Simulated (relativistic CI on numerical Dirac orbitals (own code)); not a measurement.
# Ti³⁺: L2,3 absorption multiplets

Wanted: the shape of the L2,3 absorption spectrum of Ti³⁺ in 5 surroundings, from the same atomic integrals.

The numbers are computed with relativistic CI on numerical Dirac orbitals (own code) version 1 (Dirac-Coulomb-Breit CI, KLI orbitals optimised for each configuration, model QED (radiative potential, 1s self-energy scaled to tabulated hydrogen-like ionisation energies), valence Slater integrals scaled by 0.8, multiplet model of core-to-valence dipole absorption), except any that are marked as measured or tabulated.

## (1) Starting point

| Item | Value |
| --- | --- |
| ion | Ti³⁺ (Ti IV) |
| nuclear charge | 22 |
| electrons | 19 |
| configurations | [Ar] 3d → [He] 2s2 2p5 3s2 3p6 3d2 |
| magnetising field for the dichroism, Lz and Sz | exchange field 10 meV on Sz; these come from the lowest magnetised state alone (0 K) |
| temperature of the isotropic spectrum | 300 K |
| widths | Lorentz 0.4 eV, Gauss 0.3 eV |
| surrounding 1 | free ion |
| surrounding 2 | D3d, 10Dq = 22600, Dsigma = -1200, Dtau = 120 cm⁻¹ |
| surrounding 3 | D3d, 10Dq = 22600, Dsigma = -860, Dtau = 120 cm⁻¹ |
| surrounding 4 | D3d, 10Dq = 22600, Dsigma = -510, Dtau = 120 cm⁻¹ |
| surrounding 5 | D3d, 10Dq = 22600, Dsigma = -170, Dtau = 120 cm⁻¹ |

## (2) Surrounding 1: free ion

Settings of the run:

```ini
atom Ti  Z=22  charge=3  electrons=19
nucleus A=48  rms_radius_fm=3.5921
hamiltonian dirac-coulomb  breit=on  qed=on  c_scale=1
orbitals kli  potential=per-configuration
slater_scale 0.8
correlation none
mixing on
configurations
  [Ar] 3d
  [He] 2s2 2p5 3s2 3p6 3d2
end
absorption L2,3 T=300 lorentz=0.4 gauss=0.3
crystal_field free
```

## (3) Surrounding 2: D3d, 10Dq = 22600, Dsigma = -1200, Dtau = 120

Changes to the settings of step 2:

```diff
@@ -12,2 +12,2 @@
 absorption L2,3 T=300 lorentz=0.4 gauss=0.3
-crystal_field free
+crystal_field D3d 10Dq=22600 Dsigma=-1200 Dtau=120
```

## (4) Surrounding 3: D3d, 10Dq = 22600, Dsigma = -860, Dtau = 120

Changes to the settings of step 3:

```diff
@@ -12,2 +12,2 @@
 absorption L2,3 T=300 lorentz=0.4 gauss=0.3
-crystal_field D3d 10Dq=22600 Dsigma=-1200 Dtau=120
+crystal_field D3d 10Dq=22600 Dsigma=-860 Dtau=120
```

## (5) Surrounding 4: D3d, 10Dq = 22600, Dsigma = -510, Dtau = 120

Changes to the settings of step 4:

```diff
@@ -12,2 +12,2 @@
 absorption L2,3 T=300 lorentz=0.4 gauss=0.3
-crystal_field D3d 10Dq=22600 Dsigma=-860 Dtau=120
+crystal_field D3d 10Dq=22600 Dsigma=-510 Dtau=120
```

## (6) Surrounding 5: D3d, 10Dq = 22600, Dsigma = -170, Dtau = 120

Changes to the settings of step 5:

```diff
@@ -12,2 +12,2 @@
 absorption L2,3 T=300 lorentz=0.4 gauss=0.3
-crystal_field D3d 10Dq=22600 Dsigma=-510 Dtau=120
+crystal_field D3d 10Dq=22600 Dsigma=-170 Dtau=120
```

(Steps that only read results are left out.)

Before running it: what results should come out? Wanted: highest peak, first run; ground spin; share of the lower edge; core spin-orbit splitting.

**Answer**, as computed:

| surrounding | ground S | Lz (0 K) | Sz (0 K) | centroid (eV) | share of the lower edge | up to four highest peaks (% of the highest), eV |
| --- | --- | --- | --- | --- | --- | --- |
| 1: free | 0.50 | 1.86 | -0.36 | 463.51 | 0.977 | 460.4 (60), 461.1 (88), 463.7 (46), 466.2 (100) |
| 2: D3d | 0.50 | 1.23 | -0.50 | 463.80 | - | 462.1 (69), 463.1 (93), 465.9 (75), 467.5 (100) |
| 3: D3d | 0.50 | 1.18 | -0.50 | 463.80 | - | 462.1 (71), 463.0 (96), 465.9 (75), 467.5 (100) |
| 4: D3d | 0.50 | 1.13 | -0.50 | 463.79 | - | 462.1 (73), 463.0 (100), 465.9 (75), 467.5 (99) |
| 5: D3d | 0.50 | 0.04 | -0.46 | 463.79 | - | 462.9 (100), 464.7 (52), 465.9 (70), 467.4 (93) |

| quantity | value |
| --- | --- |
| highest peak, first run | 466.2 eV |
| ground spin (effective S from ⟨S²⟩) | 0.50 |
| share of the lower edge | 0.977 |
| core spin-orbit splitting (without Breit) | 6.05 eV |

What this shows: The lower edge takes 0.98 of the intensity in surrounding 1, above the statistical 0.67. The position of the maximum differs by up to 4.6 eV between the surroundings, by shifts of peaks or by peaks exchanging rank. Edge positions are free-ion values and differ from those in solids by a few eV or more.
